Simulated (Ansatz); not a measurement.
# CH₃LiSe (SMILES [Li][CH2][SeH]): single points off equilibrium

One table from this session's results is given with a row withheld; the runs are named, their logs left out.

The runs use Ansatz 0.2.0, Gaussian basis; single points in def2-TZVPP.

Correlated methods freeze the cores. Filled d shells of the heavier atoms are correlated. The outer core shell of Li, Na, Mg and K is correlated.

## Where the work starts

6 atoms, charge 0, spin multiplicity 1.

Atoms are counted from 1 here; the program's logs count them from 0.

Bond lengths: Li1–C2 1.821 Å, Li1–Se3 2.813 Å, C2–Se3 1.967 Å, C2–H4 1.025 Å, C2–H5 1.052 Å, Se3–H6 1.535 Å. Angles: C2–Li1–Se3 44.1°, Li1–C2–Se3 95.9°, Li1–C2–H4 108.5°, Li1–C2–H5 138.1°, Se3–C2–H4 103.5°, Se3–C2–H5 105.8°, H4–C2–H5 100.8°, Li1–Se3–C2 40.1°, Li1–Se3–H6 75.9°, C2–Se3–H6 91.5°.

Coordinates:

```csv
atom,x (Å),y (Å),z (Å)
Li1,-1.44020,-1.02320,0.26440
C2,-0.15620,-0.04420,-0.57660
Se3,1.15590,-0.13470,0.88550
H4,0.26340,-0.62240,-1.31200
H5,-0.05160,0.91490,-0.99650
H6,0.24670,0.69130,1.80670
```

The first run:

File run/in.yaml:

```yaml
crystal:
  periodic: [false, false, false]
  atoms:
    - {symbol: Li, position_ang: [-1.440200, -1.023200, 0.264400]}
    - {symbol: C, position_ang: [-0.156200, -0.044200, -0.576600]}
    - {symbol: Se, position_ang: [1.155900, -0.134700, 0.885500]}
    - {symbol: H, position_ang: [0.263400, -0.622400, -1.312000]}
    - {symbol: H, position_ang: [-0.051600, 0.914900, -0.996500]}
    - {symbol: H, position_ang: [0.246700, 0.691300, 1.806700]}
basis:
  gaussian: {orbitals: def2-TZVPP}
correlation: {method: ccsd_t}
output: {forces: true}
```

The command line of these runs was not kept.

Among the steps run: CCSD(T)/def2-TZVPP; PBE0-D4/def2-TZVPP; wB97M-V/def2-TZVPP; r2SCAN-D4/def2-TZVPP; PBE-D4/def2-TZVPP; revPBE-D4/def2-TZVPP; BLYP-D4/def2-TZVPP.

One table of the session follows, with a row left open; its other results are not shown here.

| method | RMS force component (eV/Å) | angle to CCSD(T) forces (°) | dipole (D) |
| --- | --- | --- | --- |
| CCSD(T) | 1.046 | reference | 5.44 |
| PBE0-D4 | 1.036 | 4.4 | 5.32 |
| wB97M-V | 1.020 | 2.7 | 5.31 |
| r2SCAN-D4 | ? | ? | ? |
| PBE-D4 | 1.065 | 9.3 | 5.11 |
| revPBE-D4 | 1.079 | 10.0 | 5.13 |
| BLYP-D4 | 1.025 | 11.9 | 5.06 |

**Question.** Estimate the row for r2SCAN-D4.

**Answer.** RMS force component (eV/Å): 1.031; angle to CCSD(T) forces (°): 2.6; dipole (D): 5.38. In the column «RMS force component (eV/Å)» it lies between BLYP-D4 (1.025) and PBE0-D4 (1.036).
